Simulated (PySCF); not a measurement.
# C4H8OSi: NMR shifts at several levels of theory, part 2 of 2

PySCF 2.14.0. Atoms count from 0.

## 6. Shielding tensors: CAM-B3LYP/pcSseg-1

The job: settings as JSON, then the geometry in Å.

```
{"job": {"kind": "nmr", "xc": "CAM-B3LYP", "basis": "pcSseg-1", "pop": false}, "charge": 0, "multiplicity": 1}
C      2.250963     1.037816    -0.164098
C      1.705589    -0.149763     0.119202
C      0.274343    -0.437969     0.019284
C     -0.238276    -1.648134     0.310520
O     -0.469154     0.617430    -0.388544
Si    -2.132645     0.666863    -0.612099
H      1.626614     1.871954    -0.492852
H      3.326894     1.201974    -0.074018
H      2.329976    -0.985181     0.448962
H     -1.305959    -1.868112     0.236798
H      0.422228    -2.452690     0.633534
H     -2.841272     0.365482     0.666746
H     -2.419714     2.054863    -1.057488
H     -2.550359    -0.319293    -1.652036
```

Level: GIAO CAM-B3LYP/pcSseg-1 NMR shielding, non-relativistic, gas phase.

Standard output:

```text
coarse grid: 12016 points
cycle   1  E = -521.6568551711  dE =  6.823e-01  |g| = 6.537e-01  |ddm| = 3.330e+00
cycle   2  E = -521.6230781378  dE =  3.378e-02  |g| = 8.236e-01  |ddm| = 1.086e+00
cycle   3  E = -521.7370130959  dE = -1.139e-01  |g| = 9.146e-02  |ddm| = 6.642e-01
cycle   4  E = -521.7384471412  dE = -1.434e-03  |g| = 3.898e-02  |ddm| = 8.860e-02
cycle   5  E = -521.7387946576  dE = -3.475e-04  |g| = 1.105e-02  |ddm| = 3.666e-02
cycle   6  E = -521.7388239690  dE = -2.931e-05  |g| = 1.921e-03  |ddm| = 1.006e-02
cycle   7  E = -521.7388250425  dE = -1.073e-06  |g| = 4.525e-04  |ddm| = 2.197e-03
final grid: 110944 points
cycle   8  E = -521.7951307914  dE = -1.792e-05  |g| = 3.094e-03  |ddm| = 1.249e-02
cycle   9  E = -521.7951313038  dE = -5.124e-07  |g| = 2.876e-03  |ddm| = 4.374e-03
cycle  10  E = -521.7951330201  dE = -1.716e-06  |g| = 5.632e-04  |ddm| = 2.131e-03
cycle  11  E = -521.7951330762  dE = -5.608e-08  |g| = 9.771e-05  |ddm| = 4.563e-04
cycle  12  E = -521.7951330784  dE = -2.147e-09  |g| = 4.043e-05  |ddm| = 1.361e-04
cycle  13  E = -521.7951330787  dE = -3.636e-10  |g| = 1.195e-05  |ddm| = 3.601e-05
converged SCF energy = -521.7951330787

GIAO shielding tensors (ppm)
atom      isotropic    diamagn.    paramagn.     s11        s22        s33       span
  0 C       55.653     253.298    -197.645    -63.699     60.171    170.487    234.186
  1 C       38.324     256.152    -217.828    -81.009     58.311    137.670    218.679
  2 C       13.924     250.418    -236.494   -102.032     38.769    105.035    207.067
  3 C       85.644     257.997    -172.353     -0.059    104.594    152.398    152.457
  4 O      244.085     402.250    -158.165    155.485    243.992    332.779    177.294
  5 Si     382.402     879.263    -496.861    339.467    349.259    458.480    119.013
  6 H       25.319      31.798      -6.479     22.680     23.400     29.878      7.198
  7 H       25.879      27.649      -1.770     23.723     25.016     28.899      5.176
  8 H       25.215      30.928      -5.713     23.317     23.567     28.762      5.445
  9 H       27.022      32.558      -5.536     24.756     24.997     31.314      6.558
 10 H       27.028      31.440      -4.412     24.947     26.131     30.005      5.058
 11 H       26.480      29.541      -3.061     23.718     24.681     31.041      7.323
 12 H       26.563      28.882      -2.319     23.148     25.252     31.288      8.141
 13 H       26.477      29.293      -2.816     23.712     24.676     31.043      7.331
```

Wall time 17 s (1 thread of Intel Xeon Platinum 8488C, shared host); peak memory 0.76 GiB.

Key values: δ C2 168.5, C1 144.1, C0 126.8, C3 96.8, H8 6.11, H6 6.01 ppm.

## 7. NMR shieldings: wB97X-D/pcSseg-1

Same as in step 6 but for these lines:

```diff
@@ -1,2 +1,2 @@
-{"job": {"kind": "nmr", "xc": "CAM-B3LYP", "basis": "pcSseg-1", "pop": false}, "charge": 0, "multiplicity": 1}
+{"job": {"kind": "nmr", "xc": "wB97X-D", "basis": "pcSseg-1", "pop": false}, "charge": 0, "multiplicity": 1}
 C      2.250963     1.037816    -0.164098
```

Method: GIAO wB97X-D/pcSseg-1 NMR shielding, non-relativistic, gas phase.

Standard output:

```text
coarse grid: 12016 points
cycle   1  E = -521.6844603000  dE =  7.082e-01  |g| = 6.403e-01  |ddm| = 3.315e+00
cycle   2  E = -521.6721197431  dE =  1.234e-02  |g| = 7.411e-01  |ddm| = 9.960e-01
cycle   3  E = -521.7635505263  dE = -9.143e-02  |g| = 7.703e-02  |ddm| = 5.640e-01
cycle   4  E = -521.7646584968  dE = -1.108e-03  |g| = 3.377e-02  |ddm| = 8.104e-02
cycle   5  E = -521.7649352297  dE = -2.767e-04  |g| = 8.713e-03  |ddm| = 3.493e-02
cycle   6  E = -521.7649545698  dE = -1.934e-05  |g| = 1.814e-03  |ddm| = 9.446e-03
cycle   7  E = -521.7649557713  dE = -1.201e-06  |g| = 5.198e-04  |ddm| = 2.990e-03
final grid: 110944 points
cycle   8  E = -521.8150255794  dE = -1.170e-04  |g| = 3.290e-03  |ddm| = 3.304e-02
cycle   9  E = -521.8150278056  dE = -2.226e-06  |g| = 1.762e-03  |ddm| = 7.275e-03
cycle  10  E = -521.8150283403  dE = -5.347e-07  |g| = 6.317e-04  |ddm| = 1.610e-03
cycle  11  E = -521.8150284267  dE = -8.638e-08  |g| = 2.300e-04  |ddm| = 8.671e-04
cycle  12  E = -521.8150284380  dE = -1.136e-08  |g| = 4.974e-05  |ddm| = 2.455e-04
cycle  13  E = -521.8150284387  dE = -7.071e-10  |g| = 2.300e-05  |ddm| = 7.553e-05
converged SCF energy = -521.8150284387

GIAO shielding tensors (ppm)
atom      isotropic    diamagn.    paramagn.     s11        s22        s33       span
  0 C       59.070     253.930    -194.860    -57.753     62.997    171.966    229.719
  1 C       43.024     257.194    -214.170    -73.481     62.316    140.236    213.717
  2 C       19.263     250.606    -231.343    -93.180     43.955    107.015    200.194
  3 C       88.733     258.476    -169.744      4.905    107.459    153.834    148.929
  4 O      244.385     402.059    -157.674    156.668    245.022    331.465    174.798
  5 Si     387.947     879.420    -491.473    346.251    355.416    462.175    115.924
  6 H       25.328      31.693      -6.365     22.665     23.454     29.865      7.200
  7 H       25.877      27.826      -1.949     23.705     25.046     28.881      5.176
  8 H       25.242      30.972      -5.730     23.376     23.659     28.690      5.314
  9 H       27.027      32.535      -5.508     24.751     25.002     31.328      6.577
 10 H       27.035      31.460      -4.425     24.964     26.103     30.039      5.075
 11 H       26.499      29.556      -3.057     23.709     24.713     31.074      7.364
 12 H       26.589      28.903      -2.314     23.162     25.265     31.342      8.180
 13 H       26.496      29.311      -2.815     23.705     24.708     31.076      7.371
```

It took 16 s on 1 thread of Intel Xeon Platinum 8488C, shared host; peak memory 0.74 GiB.

In short: δ C2 165.3, C1 141.5, C0 125.5, C3 95.8, H8 6.14, H6 6.05 ppm.

## 8. NMR shieldings: LC-wPBE/pcSseg-1

Same as in step 7 but for these lines:

```diff
@@ -1,2 +1,2 @@
-{"job": {"kind": "nmr", "xc": "wB97X-D", "basis": "pcSseg-1", "pop": false}, "charge": 0, "multiplicity": 1}
+{"job": {"kind": "nmr", "xc": "LC-wPBE", "basis": "pcSseg-1", "pop": false}, "charge": 0, "multiplicity": 1}
 C      2.250963     1.037816    -0.164098
```

With the program's defaults for keys left out, this is: GIAO LC-wPBE/pcSseg-1 NMR shielding, non-relativistic, gas phase.

Standard output:

```text
coarse grid: 12016 points
cycle   1  E = -521.5113592756  dE =  7.818e-01  |g| = 6.387e-01  |ddm| = 3.296e+00
cycle   2  E = -521.5219307103  dE = -1.057e-02  |g| = 6.706e-01  |ddm| = 8.802e-01
cycle   3  E = -521.5939749072  dE = -7.204e-02  |g| = 7.053e-02  |ddm| = 4.755e-01
cycle   4  E = -521.5950132101  dE = -1.038e-03  |g| = 3.251e-02  |ddm| = 8.239e-02
cycle   5  E = -521.5952709814  dE = -2.578e-04  |g| = 8.268e-03  |ddm| = 3.541e-02
cycle   6  E = -521.5952897250  dE = -1.874e-05  |g| = 1.859e-03  |ddm| = 9.902e-03
cycle   7  E = -521.5952912292  dE = -1.504e-06  |g| = 6.118e-04  |ddm| = 3.273e-03
final grid: 110944 points
cycle   8  E = -521.6537899308  dE = -3.479e-05  |g| = 5.015e-03  |ddm| = 2.523e-02
cycle   9  E = -521.6537914134  dE = -1.483e-06  |g| = 3.758e-03  |ddm| = 5.684e-03
cycle  10  E = -521.6537936305  dE = -2.217e-06  |g| = 8.712e-04  |ddm| = 2.555e-03
cycle  11  E = -521.6537937474  dE = -1.169e-07  |g| = 1.363e-04  |ddm| = 6.262e-04
cycle  12  E = -521.6537937532  dE = -5.810e-09  |g| = 5.359e-05  |ddm| = 2.207e-04
cycle  13  E = -521.6537937540  dE = -7.419e-10  |g| = 1.493e-05  |ddm| = 6.062e-05
converged SCF energy = -521.6537937540

GIAO shielding tensors (ppm)
atom      isotropic    diamagn.    paramagn.     s11        s22        s33       span
  0 C       58.150     253.704    -195.554    -65.404     62.957    176.895    242.300
  1 C       43.493     256.661    -213.168    -79.200     64.338    145.342    224.542
  2 C       20.410     250.612    -230.202    -99.007     48.664    111.572    210.579
  3 C       89.030     258.373    -169.343     -0.779    109.344    158.526    159.305
  4 O      254.609     401.738    -147.129    169.260    255.405    339.161    169.901
  5 Si     389.682     879.342    -489.660    346.786    356.247    466.013    119.227
  6 H       25.135      31.374      -6.238     22.321     23.245     29.841      7.520
  7 H       25.659      27.762      -2.103     23.354     24.832     28.790      5.436
  8 H       25.083      30.944      -5.861     23.164     23.404     28.680      5.516
  9 H       26.883      32.455      -5.573     24.570     24.762     31.316      6.747
 10 H       26.874      31.461      -4.587     24.786     25.846     29.989      5.203
 11 H       26.487      29.462      -2.975     23.685     24.690     31.087      7.402
 12 H       26.541      28.783      -2.242     23.109     25.185     31.329      8.220
 13 H       26.485      29.226      -2.741     23.680     24.685     31.089      7.409
```

It took 22 s on 1 thread of Intel Xeon Platinum 8488C, shared host; peak memory 0.67 GiB.

Key values: δ C2 168.2, C1 145.1, C0 130.4, C3 99.5, H8 6.24, H6 6.19 ppm.

## 9. Side by side: NMR shifts

Shifts (ppm) of some atoms, chosen among heavy atoms and hydrogens apart, means over like atoms, with basis size and wall time:

| run | C2 | C1 | C0 | H7 | H11 | O4 | Si5 | functions | time |
| --- | --- | --- | --- | --- | --- | --- | --- | --- | --- |
| WP04/pcSseg-1 | 165.1 | 139.0 | 122.7 | 5.16 | 4.18 | 89.6 | -43.1 | 149 | 14 s |
| B97-2/pcSseg-1 | 161.3 | 137.5 | 121.0 | 5.40 | 4.82 | 92.0 | -37.3 | 149 | 15 s |
| BHandHLYP/pcSseg-1 | 166.8 | 142.0 | 126.1 | 5.45 | 4.66 | 85.5 | -40.1 | 149 | 13 s |
| CAM-B3LYP/pcSseg-1 | 168.5 | 144.1 | 126.8 | 5.45 | 4.82 | 94.5 | -39.0 | 149 | 17 s |
| wB97X-D/pcSseg-1 | 165.3 | 141.5 | 125.5 | 5.50 | 4.85 | 88.8 | -35.0 | 149 | 16 s |
| LC-wPBE/pcSseg-1 | 168.2 | 145.1 | 130.4 | 5.67 | 4.82 | 84.1 | -31.2 | 149 | 22 s |

## 10. Summary of results

This closing draws on all 2 parts.

```
                                                              quantity                                   value
                                                           point group                                      Cs
                                  rotational constants (main isotopes)                    5.42, 1.84, 1.39 GHz
                                ¹³C shifts against TMS (WP04/pcSseg-1)           165.1, 139.0, 122.7, 96.0 ppm
¹H shifts against TMS (WP04/pcSseg-1, means over atoms taken as alike)  5.78, 5.73, 5.16, 4.18, 4.17, 4.11 ppm
                                ¹⁷O shifts against H2O (WP04/pcSseg-1)                                89.6 ppm
                               ²⁹Si shifts against TMS (WP04/pcSseg-1)                               -43.1 ppm
                                             range of the shift of Si5                      -43.1 to -31.2 ppm
```

What this shows: Single values in the summary come from the first run of each kind that ended normally (WP04/pcSseg-1), which need not be the best level. The start was shaken at random, so part of the energy gained undoes that. The optimisation took 8 steps and gained 0.886 eV; among the close pairs (by a distance rule), C3–H9 changed most, from 1.182 to 1.093 Å. No frequency check was run at this level, so the end point may be a saddle. The most deshielded hydrogen is H8 (hydrogen on an alkene CH), at 5.78 ppm: a vinylic proton, deshielded by the sp2 carbon and the C=C anisotropy. At WP04/pcSseg-1: The largest span, 222 ppm, is at C0, where the paramagnetic term is -205 ppm. In ppm, Si5 moves most: its shift spreads over 12.0 ppm, from -43.1 (WP04/pcSseg-1) to -31.2 (LC-wPBE/pcSseg-1).
